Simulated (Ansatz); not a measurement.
A first try at a ladder of methods at one geometry of AlClH₆Si₂, SMILES [AlH2][SiH]([SiH3])Cl, using the Python package of Ansatz (0.2.0).

`methods_alclh6si2.py`:
```python
# -*- coding: utf-8 -*-
"""One geometry of AlClH6Si2, method by method."""

import ansatz as az
from ase import Atoms


def main():
    atoms = Atoms(["Al", "Si", "Si", "Cl", "H", "H", "H", "H", "H", "H"], positions=[
        (-1.1484, 1.4448, -0.8953),
        (0.115, -0.4672, -0.7852),
        (0.8648, -0.6856, 1.2819),
        (-0.9801, -2.1179, -1.2745),
        (-1.8892, 1.892, -2.3032),
        (-1.3939, 2.4124, 0.391),
        (1.2721, -0.3606, -1.7199),
        (1.7551, -1.888, 1.3764),
        (-0.2303, -0.7682, 2.2712),
        (1.718, 0.4871, 1.6606),
    ])
    molecule = az.Crystal.molecule_from_ase(atoms)

    calculation = molecule.calculation().basis(gaussian="def2-SVP")

    methods = ["mp2", "ccsd", "ccsd_t"]
    reports = [calculation.correlation(m).run().report() for m in methods]
    print(f"Hartree-Fock reference {reports[0]['reference_energy_ev'] / 27.211386246:.6f} Ha")
    best = reports[-1]["free_energy_ev"] - reports[-1]["reference_energy_ev"]
    for method, each in zip(methods, reports):
        gained = each["free_energy_ev"] - each["reference_energy_ev"]
        print(f"{method:8s} total {each['free_energy_ev'] / 27.211386246:.6f} Ha  correlation {gained:9.4f} eV  ({100 * gained / best:.1f} % of the last)")


if __name__ == "__main__":
    main()
```

```console
$ python methods_alclh6si2.py
Traceback (most recent call last):
  File "methods_alclh6si2.py", line 35, in <module>
    main()
    ~~~~^^
  File "methods_alclh6si2.py", line 26, in main
    reports = [calculation.correlation(m).run().report() for m in methods]
               ~~~~~~~~~~~~~~~~~~~~~~~~~~~~~~~~~~~~~~~^^
TypeError: 'dict' object is not callable
$ echo $?
1
```

What is wrong, and how is it mended?

The fault: report is a dict, not a method. The correction:

```diff
--- before
+++ after
@@ -25,3 +25,3 @@
     methods = ["mp2", "ccsd", "ccsd_t"]
-    reports = [calculation.correlation(m).run().report() for m in methods]
+    reports = [calculation.correlation(m).run().report for m in methods]
     print(f"Hartree-Fock reference {reports[0]['reference_energy_ev'] / 27.211386246:.6f} Ha")
```

After the fix:

```console
$ python methods_alclh6si2.py
Hartree-Fock reference -1282.377385 Ha
mp2      total -1282.773925 Ha  correlation  -10.7904 eV  (83.3 % of the last)
ccsd     total -1282.842178 Ha  correlation  -12.6477 eV  (97.6 % of the last)
ccsd_t   total -1282.853612 Ha  correlation  -12.9588 eV  (100.0 % of the last)
```

Reading the output:
- Total energies depend on the basis set; only differences at equal settings carry meaning.
- The geometry is a force-field or estimated start, not a minimum of this method, and the basis set is short of its limit. A lower total doesn't mark the better method: functionals have no common bound, and MP2 and coupled cluster aren't variational.
- Inner cores stay frozen, so this is valence correlation.
- Finished in 15 s on 1 thread of Arm Neoverse V1, with other jobs on the host, peak memory 0.4 GiB.
